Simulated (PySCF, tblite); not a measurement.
# C₆H₉B: geometry, infrared bands and NMR shifts

What infrared bands and NMR shifts should C₆H₉B (`C#CCBC1CC1`) show?

Computed with tblite 0.8.0 and PySCF 2.14.0, with density-fitted response routines of our own, on a single molecule in the gas phase. Atoms count from 0, in the outputs and in this text.

## (1) The starting structure

16 atoms, charge 0, multiplicity 1; geometry from: force field or distance geometry start.

Bonds of the start (Å): C0–C1 1.21, C1–C2 1.46, C2–B3 1.61, B3–C4 1.59, C4–C5 1.50, C5–C6 1.50, C6–C4 1.48, C0–H7 1.09, C2–H8 1.11, C2–H9 1.12, B3–H10 1.18, C4–H11 1.11, C5–H12 1.11, C5–H13 1.12, C6–H14 1.11, C6–H15 1.10.

## (2) Geometry optimisation with GFN2-xTB

Job settings and geometry (Å):

```
{"job": {"kind": "relax", "xc": "GFN2-xTB", "basis": "xTB"}, "charge": 0, "multiplicity": 1}
C      3.024400     1.156500     0.669100
C      2.393800     0.274800     0.123100
C      1.672600    -0.831700    -0.506300
B      0.213000    -0.275900    -0.879000
C     -0.811800     0.273000     0.199400
C     -2.235100     0.544700    -0.187900
C     -1.895000    -0.594400     0.720400
H      3.585700     1.954400     1.144900
H      1.650600    -1.689500     0.190300
H      2.144500    -1.130200    -1.474100
H     -0.115000    -0.329900    -2.011100
H     -0.342700     1.051500     0.843600
H     -2.644300     1.477400     0.241300
H     -2.504000     0.229600    -1.226700
H     -2.085700    -0.490600     1.813800
H     -2.058500    -1.610700     0.327800
```

The run is started by

```sh
> OMP_NUM_THREADS=1 python probes_run.py task.json out
```

The driver reads the jobs from task.json and runs them one after another.

**Question.** This job is followed by: GFN2-xTB harmonic vibrations, gas phase; GIAO PBE0/pcSseg-1 NMR shielding, non-relativistic, gas phase. What will the session give for the following? strongest single infrared mode (GFN2-xTB); zero-point energy (GFN2-xTB); ¹³C shifts against TMS (PBE0/pcSseg-1, means over atoms taken as alike); ¹H shifts against TMS (PBE0/pcSseg-1, means over atoms taken as alike); ¹¹B shifts against BF3·OEt2 (PBE0/pcSseg-1); surface potential, 1st and 99th percentile.

The runs gave:

| quantity | value |
| --- | --- |
| strongest single infrared mode (GFN2-xTB) | 1158 cm⁻¹, 177 km/mol |
| zero-point energy (GFN2-xTB) | 80.5 kcal/mol |
| ¹³C shifts against TMS (PBE0/pcSseg-1, means over atoms taken as alike) | 88.5, 74.2, 20.2, 16.6, 12.0 ppm |
| ¹H shifts against TMS (PBE0/pcSseg-1, means over atoms taken as alike) | 6.59, 2.50, 1.67, 1.43, 1.17, 0.97 ppm |
| ¹¹B shifts against BF3·OEt2 (PBE0/pcSseg-1) | 83.6 ppm |
| surface potential, 1st and 99th percentile | -0.99 V and 1.18 V |

In words: Relaxing lowered the energy by 0.495 eV in 82 steps; the close pair that moved most is B3–C4, from 1.586 to 1.539 Å. No mode is imaginary among the 42: a minimum at this level. The strongest single mode, at 1158 cm⁻¹, is spread over many atoms; the largest shares are those of B3, H11. Unscaled tight-binding wavenumbers are off by several per cent, some by more. Its intensities can rank the bands wrongly. At PBE0/pcSseg-1: Shielding is most anisotropic at C1 (span 296 ppm, paramagnetic term -165 ppm). By nearest atom (PBE0/pcSseg-1), the HOMO sits on C0 42 %; C1 31 % and the LUMO on B3 52 %; H10 13 %.
